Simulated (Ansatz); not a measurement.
# NaSrP3O9: the cost of one run

Method: DFT PBEsol, plane waves, PAW, scalar-relativistic, no spin polarisation, in Ansatz 0.2.0.

## (1) The structure to begin with

The cell holds 28 atoms (Na2O18P6Sr2): a = 6.906 Å, b = 7.258 Å, c = 7.845 Å, α = 83.83°, β = 80.51°, γ = 82.77°.

Its coordinates follow in the input file.

## (2) Run 1

240 steps of 1.5 fs under a Langevin thermostat and barostat at 1500 K and 0 GPa.

File input.yaml:

```yaml
crystal:
  lattice:
    - [6.905743, 0.0, 0.0]
    - [0.913441, 7.200373, 0.0]
    - [1.293665, 0.686136, 7.707622]
  atoms:
    - { symbol: Na, position: [0.465635, 0.368664, 0.342309] }
    - { symbol: Na, position: [0.534365, 0.631336, 0.657691] }
    - { symbol: Sr, position: [0.011244, 0.73235, 0.643134] }
    - { symbol: Sr, position: [0.988756, 0.26765, 0.356866] }
    - { symbol: P, position: [0.83403, 0.789231, 0.271644] }
    - { symbol: P, position: [0.16597, 0.210769, 0.728356] }
    - { symbol: P, position: [0.798656, 0.335632, 0.943287] }
    - { symbol: P, position: [0.201344, 0.664368, 0.056713] }
    - { symbol: P, position: [0.602875, 0.120105, 0.724772] }
    - { symbol: P, position: [0.397125, 0.879895, 0.275228] }
    - { symbol: O, position: [0.087988, 0.055323, 0.657552] }
    - { symbol: O, position: [0.912012, 0.944677, 0.342448] }
    - { symbol: O, position: [0.368535, 0.147274, 0.801293] }
    - { symbol: O, position: [0.631465, 0.852726, 0.198707] }
    - { symbol: O, position: [0.178768, 0.384602, 0.602916] }
    - { symbol: O, position: [0.821232, 0.615398, 0.397084] }
    - { symbol: O, position: [0.031681, 0.253076, 0.912165] }
    - { symbol: O, position: [0.968319, 0.746924, 0.087835] }
    - { symbol: O, position: [0.749132, 0.34261, 0.135915] }
    - { symbol: O, position: [0.250868, 0.65739, 0.864085] }
    - { symbol: O, position: [0.771841, 0.508737, 0.823122] }
    - { symbol: O, position: [0.228159, 0.491263, 0.176878] }
    - { symbol: O, position: [0.687454, 0.170899, 0.892724] }
    - { symbol: O, position: [0.312546, 0.829101, 0.107276] }
    - { symbol: O, position: [0.646807, 0.263993, 0.574049] }
    - { symbol: O, position: [0.353193, 0.736007, 0.425951] }
    - { symbol: O, position: [0.662612, 0.917525, 0.703949] }
    - { symbol: O, position: [0.337388, 0.082475, 0.296051] }
basis:
  ecutwfc: 420.0
kpoints:
  mp_grid: { grid: [1, 1, 1] }
hamiltonian:
  xc: pbesol
scf:
  occupations: { method: fermi_dirac, width: 0.05 }
  lower_state_search: "off"
md:
  timestep: 1.5
  n_steps: 240
  ensemble: npt_langevin
  temperature: 1500.0
  initial_velocities: maxwell_boltzmann
  seed: 520060
  friction: 0.05
  pressure: 0.0
  fix_cell: []
```

Command:

```bash
$ ansatz run input.yaml --threads 1 --pin off --max-ram 3072MiB --backend cpu --events-out ev --progress --plain --runs-dir out
```

What time and memory should one allow on 1 thread of Intel Xeon Platinum 8375C at 2.90GHz (Ice Lake), shared host?

About 13 min, with a peak of 0.61 GiB.
